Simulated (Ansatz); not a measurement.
# Ta2O5: the cost of one run

Method: DFT PBEsol, scalar-relativistic, plane waves, PAW, in Ansatz 0.2.0.

## 1. The starting structure

Symmetry: I4/mmm, No. 139, tetragonal system. Conventional cell: a = 5.303 Å, b = 5.303 Å, c = 9.587 Å, α = 90.00°, β = 90.00°, γ = 90.00°. Ta (site symmetry 4mm) is surrounded by 5 O at 1.90 to 1.94 Å. O (site symmetry 4/mmm) has 2 Ta at 1.90 Å in its first shell of neighbours. Around O (site symmetry 2/m) lie 2 Ta at 1.94 Å.

As a file:

```cif
data_structure
_symmetry_space_group_name_H-M 'I4/mmm'
_symmetry_Int_Tables_number 139
_cell_length_a 5.3035
_cell_length_b 5.3035
_cell_length_c 9.5870
_cell_angle_alpha 90.000
_cell_angle_beta 90.000
_cell_angle_gamma 90.000
_cell_volume 269.65
loop_
_atom_site_label
_atom_site_type_symbol
_atom_site_symmetry_multiplicity
_atom_site_Wyckoff_symbol
_atom_site_fract_x
_atom_site_fract_y
_atom_site_fract_z
_atom_site_occupancy
Ta1 Ta 4 e 0.00000 0.00000 0.19809 1
O1 O 2 a 0.00000 0.00000 0.00000 1
O2 O 8 f 0.75000 0.25000 0.25000 1
```

Source of the structure: the Materials Project (structure only).

(A quick probe on a coarse mesh, which set the mesh and smearing, is not shown.)

## 3. Relaxing cell and atoms

Contents of input.yaml:

```yaml
crystal:
  lattice:
    - [-2.651726, 2.651726, 4.793525]
    - [2.651726, -2.651726, 4.793525]
    - [2.651726, 2.651726, -4.793525]
  atoms:
    - { symbol: Ta, position: [0.198089, 0.198089, 0.0] }
    - { symbol: Ta, position: [0.801911, 0.801911, 0.0] }
    - { symbol: O, position: [0.0, 0.0, 0.0] }
    - { symbol: O, position: [0.5, 0.0, 0.0] }
    - { symbol: O, position: [0.0, 0.5, 0.0] }
    - { symbol: O, position: [0.0, 0.0, 0.5] }
    - { symbol: O, position: [0.5, 0.5, 0.5] }
basis:
  ecutwfc: 420
kpoints:
  mp_grid: { grid: [8, 8, 8] }
hamiltonian:
  xc: pbesol
scf:
  occupations: { method: gaussian, width: 0.02 }
output:
  forces: true
  stress: true
  eigenvalues: true
  write_density: true
  write_potential: true
  elf: true
  volumetric_format: npy
relax:
  adjacent_minimum: "off"
  f_tol: 0.005
  max_steps: 80
  cell: { stress_tol: 0.05 }
```

On the command line:

```console
ansatz run input.yaml --threads 2 --pin off --max-ram 5120MiB --backend cpu --events-out ev --progress --plain --runs-dir out
```

What time and memory should one allow on 2 threads of Arm Neoverse V1, shared host?

About 63 s, with a peak of 0.56 GiB.
